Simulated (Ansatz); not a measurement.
# CH₄O₄W: basis-set convergence

How large a basis does CH₄O₄W need? Two functionals are run in growing sets.

Method: one geometry, several basis sets; program: Ansatz 0.2.0, Gaussian basis.

Levels to be run: PBE0-D4/def2-SVP; ωB97M-V/def2-SVP; PBE0-D4/def2-QZVPP; ωB97M-V/def2-QZVPP; the functionals' def2-TZVPP values are taken from earlier runs.

1 further run of the same task is left out (for a known fault of the program).

## (1) Structure used throughout

All runs share one geometry, relaxed beforehand with PBE0-D4 in a triple-zeta def2 set. W takes the def2 core potential; no spin-orbit term is included.

10 atoms, charge 0, spin multiplicity 1.

Atoms are counted from 1 here; the program's logs count them from 0.

Bond lengths: C1–O2 1.406 Å, C1–H7 1.093 Å, C1–H8 1.093 Å, C1–H9 1.091 Å, O2–W3 1.855 Å, W3–O4 1.707 Å, W3–O5 1.707 Å, W3–O6 1.882 Å, O6–H10 0.958 Å. Angles: O2–C1–H7 110.2°, O2–C1–H8 110.2°, O2–C1–H9 108.3°, H7–C1–H8 109.5°, H7–C1–H9 109.2°, H8–C1–H9 109.2°, C1–O2–W3 142.5°, O2–W3–O4 110.1°, O2–W3–O5 110.1°, O2–W3–O6 108.8°, O4–W3–O5 106.3°, O4–W3–O6 110.8°, O5–W3–O6 110.8°, W3–O6–H10 129.6°.

## (2) PBE0-D4 in def2-SVP

File in.yaml:

```yaml
crystal:
  periodic: [false, false, false]
  atoms:
    - {symbol: C, position_ang: [-0.218020, -1.566015, 1.149425]}
    - {symbol: O, position_ang: [0.322581, -0.437491, 0.507317]}
    - {symbol: W, position_ang: [-0.074907, 0.876427, -0.740186]}
    - {symbol: O, position_ang: [-0.476535, 0.160852, -2.236852]}
    - {symbol: O, position_ang: [-1.450366, 1.757493, -0.245057]}
    - {symbol: O, position_ang: [1.416127, 2.010830, -0.920553]}
    - {symbol: H, position_ang: [-1.109594, -1.287500, 1.716666]}
    - {symbol: H, position_ang: [-0.477445, -2.331571, 0.413995]}
    - {symbol: H, position_ang: [0.533751, -1.964115, 1.833272]}
    - {symbol: H, position_ang: [1.534387, 2.781111, -1.478019]}
basis:
  gaussian: {orbitals: def2-SVP}
hamiltonian: {xc: pbe0, dispersion: d4}
output: {orbitals: {seedname: orbitals}}
```

Command:

```console
> ansatz run in.yaml --threads 8 --pin off --events-out ev --progress --plain --max-ram 18278MiB
```

The runs that follow: ωB97M-V in def2-SVP; PBE0-D4 in def2-QZVPP; ωB97M-V in def2-QZVPP.

Q: Predict the results of all the runs planned. Wanted: PBE0-D4: double and triple zeta above quadruple; ωB97M-V: double and triple zeta above quadruple.

**Answer**, as computed:

| quantity | value |
| --- | --- |
| PBE0-D4: double and triple zeta above quadruple | 12.52, 0.53 eV |
| ωB97M-V: double and triple zeta above quadruple | 12.83, 0.50 eV |

PBE0-D4 gains 11.99 eV from double to triple zeta, then 0.53 eV more. Total energies overstate the basis error of differences, where much of it tends to cancel.
